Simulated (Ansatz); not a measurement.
The system is SBr3.

```xyz
4
Lattice="-1.9415 1.9415 8.1206 1.9415 -1.9415 8.1206 1.9415 1.9415 -8.1206" Properties=species:S:1:pos:R:3 pbc="T T T"
Br    0.0000    0.0000    8.1206
Br    1.9415    0.0000    4.0603
Br    0.0000    1.9415    4.0603
S     0.0000    0.0000    0.0000
```

The cell comes from a database or a generator and needn't be the stable form of this composition.

| Property | Result |
| --- | --- |
| Program | Ansatz 0.2.0 |
| Task | relaxation of cell and atoms |
| Functional | r2SCAN |
| Potentials or basis | Ansatz PAW |
| Cutoff | 500 eV (not typed: the program's choice for these potentials) |
| k mesh | 10 × 10 × 10 |
| Occupations | fermi-dirac, width 0.05 eV |
| Spin | no spin polarisation |

At the start: volume 30.61 Å³/atom.

Problem. Where does the relaxation end?

Solution. It ends after 7 steps and the volume is 27.39 Å³/atom (-10.5 %); space group I4/mmm (No. 139, to 0.05 Å).

Step by step:
```csv
step,energy change (eV),largest force (eV/Å),volume (Å³)
1,0.0000,0.0000,122.44
2,-0.0146,0.0000,118.26
3,-0.0355,0.0000,111.92
4,-0.0369,0.0000,106.61
5,-0.0404,0.0000,109.23
6,-0.0404,0.0000,109.57
7,-0.0389,0.0000,109.57
```

Final structure:
```xyz
4
Lattice="-1.9333 1.9333 7.3288 1.9333 -1.9333 7.3288 1.9333 1.9333 -7.3288" Properties=species:S:1:pos:R:3 pbc="T T T"
Br    0.0000    0.0000    7.3288
Br    1.9333    0.0000    3.6644
Br    0.0000    1.9333    3.6644
S     0.0000    0.0000    0.0000
```

Caveat: the plane-wave basis is chosen anew once the cell has moved, so the energies of steps on either side of that aren't comparable; an odd number of electrons without spin polarisation forces a metal; a magnetic or distorted state may lie lower; the PAW data sets come from PBE, with cores solved anew for the run's functional, which leaves a small shift of forces and pressure.
